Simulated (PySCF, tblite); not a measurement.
# C10H10ClN: excited states, part 2 of 2

tblite 0.8.0 and PySCF 2.14.0. Atoms count from 0. The steps go on from the part before.

## 7. Excited states: TDA PBE0/def2-SVP

What the job is given:

```
{"job": {"kind": "states", "xc": "PBE0", "basis": "def2-SVP", "tda": true, "soc": true, "nstates": 6, "ntriplets": 6, "nquad": 4, "frozen_core": false, "grid": 0, "scf": {"max_cycle": 71}}, "charge": 0, "multiplicity": 1}
C     -2.753912    -0.053191    -1.017901
N     -1.907887     0.364616     0.072437
C     -2.551896     0.439408     1.359760
C     -0.567487     0.122882    -0.040731
C      0.104379    -0.368859    -1.118776
C      1.508439    -0.360886    -0.792536
C      2.739410    -0.659581    -1.246230
C      3.687417    -0.313118    -0.163059
Cl     5.370340    -0.541209    -0.344465
C      3.051524     0.182239     0.915519
C      1.635446     0.175417     0.573383
C      0.413807     0.469276     1.034565
H     -2.835842    -1.144846    -1.082677
H     -2.344792     0.320631    -1.955329
H     -3.750193     0.364447    -0.880123
H     -1.925076     0.969386     2.070970
H     -3.488307     0.989408     1.256122
H     -2.777415    -0.555374     1.765769
H     -0.301932    -0.714223    -2.047701
H      3.046913    -1.066263    -2.190847
H      3.480426     0.513489     1.840314
H      0.156227     0.885736     1.990687
```

With the program's defaults for keys left out, this is: TDA PBE0/def2-SVP excited states, vertical, gas phase, spin-orbit mean-field couplings.

The log of the run:

```text
final grid: 19752 points
cycle   1  E = -900.6325024760  dE =  2.254e+00  |g| = 5.053e-01  |ddm| = 5.751e+00
cycle   2  E = -900.5308086019  dE =  1.017e-01  |g| = 8.250e-01  |ddm| = 1.708e+00
cycle   3  E = -900.7014903028  dE = -1.707e-01  |g| = 1.508e-01  |ddm| = 1.134e+00
cycle   4  E = -900.7061771725  dE = -4.687e-03  |g| = 7.116e-02  |ddm| = 2.470e-01
cycle   5  E = -900.7071035213  dE = -9.263e-04  |g| = 4.371e-02  |ddm| = 1.300e-01
cycle   6  E = -900.7076370101  dE = -5.335e-04  |g| = 6.672e-03  |ddm| = 5.576e-02
cycle   7  E = -900.7076480357  dE = -1.103e-05  |g| = 2.164e-03  |ddm| = 1.043e-02
cycle   8  E = -900.7076495681  dE = -1.532e-06  |g| = 1.569e-03  |ddm| = 5.298e-03
cycle   9  E = -900.7076502210  dE = -6.530e-07  |g| = 5.654e-04  |ddm| = 2.139e-03
cycle  10  E = -900.7076503457  dE = -1.247e-07  |g| = 2.907e-04  |ddm| = 1.457e-03
cycle  11  E = -900.7076503737  dE = -2.794e-08  |g| = 9.121e-05  |ddm| = 7.513e-04
cycle  12  E = -900.7076503755  dE = -1.841e-09  |g| = 3.247e-05  |ddm| = 1.189e-04
cycle  13  E = -900.7076503758  dE = -2.617e-10  |g| = 1.751e-05  |ddm| = 5.547e-05
converged SCF energy = -900.7076503758

Singlet excitations
state   eV       nm        f     d(h-e)  d(exc)  Lambda  PR(NTO)  |dmu|/D   mu/D   main configurations
  1   1.4691   843.9   0.00966   0.604   3.321   0.767   1.021    1.689    5.726   H->L 0.98
  2   3.7783   328.1   0.05591   0.268   3.637   0.763   1.075    0.528    4.415   H-1->L 0.62, H-2->L 0.34
  3   4.3417   285.6   0.31786   0.507   3.494   0.756   1.450    1.242    5.587   H-2->L 0.55, H-1->L 0.25, H->L+1 0.08
  4   5.0036   247.8   0.00030   2.879   4.142   0.376   1.010    7.921    3.643   H-3->L 0.95
  5   5.4323   228.2   0.02266   0.186   3.603   0.596   1.236                     H-5->L 0.45, H-4->L 0.44
  6   5.5046   225.2   0.03333   0.316   3.605   0.577   1.269                     H-5->L 0.52, H-4->L 0.32, H->L+1 0.10

Triplet excitations (Tamm-Dancoff)
state   eV     d(h-e)  d(exc)  Lambda  PR(NTO)   main configurations
  1   0.5620   0.412   3.176   0.766   1.030   H->L 0.97
  2   2.5187   0.102   2.993   0.784   1.063   H-2->L 0.74, H-1->L 0.21
  3   2.7494   0.361   3.226   0.753   1.156   H-1->L 0.68, H-2->L 0.22
  4   4.3271   1.073   3.511   0.651   2.090   H-4->L 0.34, H->L+1 0.27, H->L+2 0.18
  5   4.8171   1.223   3.733   0.524   1.800   H-3->L 0.44, H->L+1 0.20, H-4->L 0.15
  6   4.8568   1.786   3.805   0.531   1.399   H-3->L 0.41, H-4->L 0.33, H->L+1 0.09
S1 - T1 = 0.9071 eV

Spin-orbit couplings |<S|Hso|T>| (cm-1)
             T1       T2       T3       T4       T5       T6
S0        0.229    0.089    0.411    2.776   36.231   49.838
S1        0.038    0.093    0.228    1.242   20.138   27.199
S2        0.340    0.443    0.431    3.842   38.646   49.591
S3        0.686    1.082    1.504    3.617   30.753   36.289
S4       35.905   43.778   65.919   37.274   75.481   73.382
S5       11.695   10.303   19.986   14.675   61.073   29.331
S6        5.696    4.395   11.352    2.499   24.095   59.101
T1 sublevels (cm-1): 0.000 0.009 0.009   radiative rates (1/s): 0.00034 0.000932 4.42e-06
```

Run time: 2.2 min. Hardware: 1 thread of Arm Neoverse N1, shared host; peak memory 0.91 GiB.

It converged, yet the result is unsound: grid level 0 is too coarse.

## 8. Excited states: TDA PBE0/6-31G*

The job, as its differences from that of step 7:

```diff
@@ -1,2 +1,2 @@
-{"job": {"kind": "states", "xc": "PBE0", "basis": "def2-SVP", "tda": true, "soc": true, "nstates": 6, "ntriplets": 6, "nquad": 4, "frozen_core": false, "grid": 0, "scf": {"max_cycle": 71}}, "charge": 0, "multiplicity": 1}
+{"job": {"kind": "states", "xc": "PBE0", "basis": "6-31G*", "tda": true, "soc": true, "nstates": 6, "ntriplets": 6, "nquad": 4}, "charge": 0, "multiplicity": 1}
 C     -2.753912    -0.053191    -1.017901
```

With the program's defaults for keys left out, this is: TDA PBE0/6-31G* excited states, vertical, gas phase, spin-orbit mean-field couplings.

The log of the run:

```text
coarse grid: 19752 points
cycle   1  E = -901.2768060611  dE =  2.375e+00  |g| = 5.242e-01  |ddm| = 5.166e+00
cycle   2  E = -901.1853776641  dE =  9.143e-02  |g| = 8.105e-01  |ddm| = 1.636e+00
cycle   3  E = -901.3486035962  dE = -1.632e-01  |g| = 1.743e-01  |ddm| = 1.169e+00
cycle   4  E = -901.3555336381  dE = -6.930e-03  |g| = 6.655e-02  |ddm| = 2.558e-01
cycle   5  E = -901.3562449561  dE = -7.113e-04  |g| = 4.499e-02  |ddm| = 1.208e-01
cycle   6  E = -901.3568128599  dE = -5.679e-04  |g| = 6.593e-03  |ddm| = 5.560e-02
cycle   7  E = -901.3568241141  dE = -1.125e-05  |g| = 2.178e-03  |ddm| = 9.612e-03
cycle   8  E = -901.3568256570  dE = -1.543e-06  |g| = 1.428e-03  |ddm| = 4.781e-03
final grid: 188544 points
cycle   9  E = -901.2491977884  dE = -5.237e-05  |g| = 9.456e-03  |ddm| = 5.504e-02
cycle  10  E = -901.2491896495  dE =  8.139e-06  |g| = 1.112e-02  |ddm| = 2.584e-02
cycle  11  E = -901.2492212413  dE = -3.159e-05  |g| = 2.748e-03  |ddm| = 1.571e-02
cycle  12  E = -901.2492231579  dE = -1.917e-06  |g| = 7.280e-04  |ddm| = 3.712e-03
cycle  13  E = -901.2492232851  dE = -1.272e-07  |g| = 2.601e-04  |ddm| = 1.072e-03
cycle  14  E = -901.2492233008  dE = -1.567e-08  |g| = 7.058e-05  |ddm| = 3.106e-04
cycle  15  E = -901.2492233023  dE = -1.553e-09  |g| = 4.385e-05  |ddm| = 1.438e-04
cycle  16  E = -901.2492233028  dE = -4.534e-10  |g| = 1.987e-05  |ddm| = 5.268e-05
converged SCF energy = -901.2492233028

Singlet excitations
state   eV       nm        f     d(h-e)  d(exc)  Lambda  PR(NTO)  |dmu|/D   mu/D   main configurations
  1   1.4774   839.2   0.00944   0.623   3.288   0.769   1.021    1.751    5.955   H->L 0.98
  2   3.8180   324.7   0.04626   0.287   3.584   0.767   1.074    0.574    4.681   H-1->L 0.62, H-2->L 0.33
  3   4.3731   283.5   0.31449   0.559   3.480   0.784   1.453    1.356    5.847   H-2->L 0.55, H-1->L 0.25, H->L+1 0.14
  4   5.1660   240.0   0.00008   2.428   3.976   0.539   1.026    6.863    2.443   H-3->L 0.68, H-4->L 0.24
  5   5.4279   228.4   0.00051   3.048   4.368   0.358   1.016                     H->L+2 0.96
  6   5.4965   225.6   0.01473   0.424   3.490   0.551   1.133                     H-5->L 0.58, H-4->L 0.34

Triplet excitations (Tamm-Dancoff)
state   eV     d(h-e)  d(exc)  Lambda  PR(NTO)   main configurations
  1   0.5580   0.418   3.142   0.769   1.030   H->L 0.97
  2   2.5177   0.071   2.887   0.799   1.054   H-2->L 0.83, H-1->L 0.12
  3   2.7765   0.419   3.242   0.758   1.174   H-1->L 0.77, H-2->L 0.13
  4   4.3485   1.105   3.484   0.708   2.078   H->L+1 0.48, H-4->L 0.18, H-3->L 0.16
  5   4.8992   0.588   3.542   0.658   1.968   H-3->L 0.38, H->L+1 0.34, H-4->L 0.13
  6   4.9798   1.587   3.590   0.557   1.097   H-4->L 0.45, H-3->L 0.26, H-5->L 0.23
S1 - T1 = 0.9195 eV

Spin-orbit couplings |<S|Hso|T>| (cm-1)
             T1       T2       T3       T4       T5       T6
S0        0.236    0.058    0.386    2.158   13.845   46.983
S1        0.039    0.093    0.233    0.900    7.966   26.116
S2        0.308    0.359    0.405    2.952   15.778   46.834
S3        0.555    0.776    1.322    2.847   14.154   37.218
S4       31.950   32.731   61.944   28.558   85.673   40.881
S5       23.673    2.614   10.054   15.762   10.168    3.519
S6       16.826   12.908   31.078   16.635   56.273   22.721
T1 sublevels (cm-1): 0.000 0.003 0.016   radiative rates (1/s): 0.00129 0.00104 4.91e-07
```

It took 89 s on 1 thread of Arm Neoverse N1, shared host; peak memory 0.96 GiB.

Key values:

```tsv
quantity	value
S1 less T1	0.92 eV
```

## 9. Excited states: PBE0/6-31G in carbondisulfide

The job, as its differences from that of step 8:

```diff
@@ -1,2 +1,2 @@
-{"job": {"kind": "states", "xc": "PBE0", "basis": "6-31G*", "tda": true, "soc": true, "nstates": 6, "ntriplets": 6, "nquad": 4}, "charge": 0, "multiplicity": 1}
+{"job": {"kind": "states", "xc": "PBE0", "basis": "6-31G", "tda": true, "soc": true, "nstates": 4, "ntriplets": 6, "nquad": 4, "solvent": "carbondisulfide", "scf": {"conv": 1e-06}}, "charge": 0, "multiplicity": 1}
 C     -2.753912    -0.053191    -1.017901
```

Level: PBE0/6-31G.

The log of the run:

```text
KeyError: 'carbondisulfide'
```

Run time: 0.04 s. Hardware: 1 thread of Arm Neoverse N1, shared host.

Why it failed: The input was refused with the message shown. Cure: check the setting that the message names.

## 10. What came out

The summary covers parts 1 to 2.

| quantity | value |
| --- | --- |
| strongest single infrared mode (GFN2-xTB) | 1599 cm⁻¹, 501 km/mol |
| zero-point energy (GFN2-xTB) | 106.0 kcal/mol |
| S1 less T1 (step 4, TDA PBE0/def2-SVP) | 0.91 eV |
| S1 less T1 (step 6, TDA PBE0/STO-3G in dichloromethane) | 1.23 eV |
| S1 less T1 (step 8, TDA PBE0/6-31G*) | 0.92 eV |
| runs | 2 failed, 1 ended on unsound input |

What this shows: All 60 modes are real, so the xTB geometry is a minimum. The strongest single mode, at 1599 cm⁻¹, is spread over many atoms; the largest shares are those of C3, C4. Unscaled tight-binding wavenumbers are off by several per cent, some by more. Its intensities can rank the bands wrongly. In step 4, the number of triplets below S1 is 1, and the largest singlet-triplet spin-orbit coupling is S4–T6, 82.11 cm⁻¹. In step 6, the number of triplets below S1 is 1, and the largest singlet-triplet spin-orbit coupling is S0–T6, 30.43 cm⁻¹. In step 8, the number of triplets below S1 is 1, and the largest singlet-triplet spin-orbit coupling is S4–T5, 85.67 cm⁻¹.
